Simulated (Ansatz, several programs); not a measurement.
AgScTe₂, ordered on the rocksalt lattice (R-3m) with 4 atoms a cell, relaxed with PBE in Ansatz (plane waves, PAW): it is trigonal, R-3m (No. 166); conventional cell a = 4.224 Å, c = 21.036 Å, 27.09 Å³ an atom. Around Ag lie 6 Te at 3.04 Å; around Sc lie 6 Te at 2.96 Å; around Te lie 3 Sc at 2.96 Å and 3 Ag at 3.04 Å. The cell was then scaled with its shape and fractional coordinates held, which makes it stiffer than a relaxed compression. The structure was generated, not taken from experiment, and needn't be the ground state; spin polarisation is off.

| V (Å³/atom) | E (meV/atom) |
| --- | --- |
| 25.465 | 18.78 |
| 27.091 | 0.00 |
| 27.903 | 3.95 |
| 28.716 | 15.00 |

Question: Pass a cubic E = c₀ + c₁u + c₂u² + c₃u³, with u = V − 27.294 Å³, through these points.

Answer: c₀ = 0.25, c₁ = +2.494, c₂ = 6.136, c₃ = -0.4190 (meV and Å³).

Question: Where is the minimum, and what bulk modulus follows?

Answer: dE/du = 0 at u = -0.199, so V₀ = 27.09 Å³. B = V₀ d²E/dV² = 27.09 × (2c₂ + 6c₃u) = 27.09 × 12.774 = 346 meV/Å³, and 1 meV/Å³ is 0.16022 GPa: 55 GPa. A third-order Birch-Murnaghan fit to all five points gives 27.09 Å³ and 55 GPa.

Question: Predict the energy and the pressure at the withheld volume, 26.278 Å³.

Answer: With u = -1.016: E ≈ 4.49 meV and P = −dE/dV ≈ +1.81 GPa. The run gives 4.44 meV and, from its stress, +1.80 GPa.
